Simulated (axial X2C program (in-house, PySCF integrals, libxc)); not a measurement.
# BrAlBr⁺: bond lengths and stretches, held linear

An exercise on one series of results from a longer session: the logs are not shown, and one member is left open.

Computed with an in-house X2C program for linear molecules on PySCF integrals. Level: all-electron X2C, two-component (2c) or spin-free, Br dyall-av3z, Al dyall-v3z.

All values are calculated.

1 further run of the same task is left out (set aside as unsound or not needed).

The first run:

Contents of task.json:

```json
{
 "zs": [
  35,
  13,
  35
 ],
 "q": 1,
 "bas": [
  "dyall-av3z",
  "dyall-v3z",
  "dyall-av3z"
 ],
 "r0": [
  2.4,
  2.4
 ],
 "symm": 1,
 "scan": [
  "PBE0",
  "HF",
  "LDA"
 ],
 "levels": [
  "PBE0",
  "HF",
  "B3LYP"
 ],
 "nst": 2
}
```

Keys: zs atomic numbers; q charge; bas basis sets; r0 starting distance in Å; symm equal bonds; scan levels of the two-bond scan (MP2 follows by itself at each HF point); levels methods; nst determinants followed.

Started as:

```
python solin.py task.json out
```

Masses Br 78.918, Al 26.982, Br 78.918 u.

Steps of the session up to this table: Scan at PBE0, 2c; Scan at HF, 2c; Scan at LDA, 2c.

One table of the session follows, with a row left open; its other results are not shown here.

```
          level  r(Br–Al) (Å)  r(Al–Br) (Å)  lower stretch (cm⁻¹)  upper stretch (cm⁻¹)
       PBE0, 2c         2.152         2.152                 256.2                 668.0
         HF, 2c         2.147         2.147                 265.9                 688.3
        LDA, 2c         2.147         2.147                 251.7                 659.5
        MP2, 2c         2.156         2.156                 262.0                 680.9
PBE0, spin-free         2.151         2.151                 257.0                 669.5
  HF, spin-free             ?             ?                     ?                     ?
 LDA, spin-free         2.145         2.145                 252.6                 661.2
 MP2, spin-free         2.155         2.155                 262.5                 682.0
```

**Question.** Estimate the row for HF, spin-free.

The run gave: r(Br–Al) (Å): 2.146; r(Al–Br) (Å): 2.146; lower stretch (cm⁻¹): 266.5; upper stretch (cm⁻¹): 689.5. In the column «r(Br–Al) (Å)» it lies between LDA, spin-free (2.145) and HF, 2c (2.147).

Scans not shown above were run alike.

MP2 freezes inner shells (threshold -2 hartree). The molecule was held linear; bending was not examined, so a bent shape may lie lower.
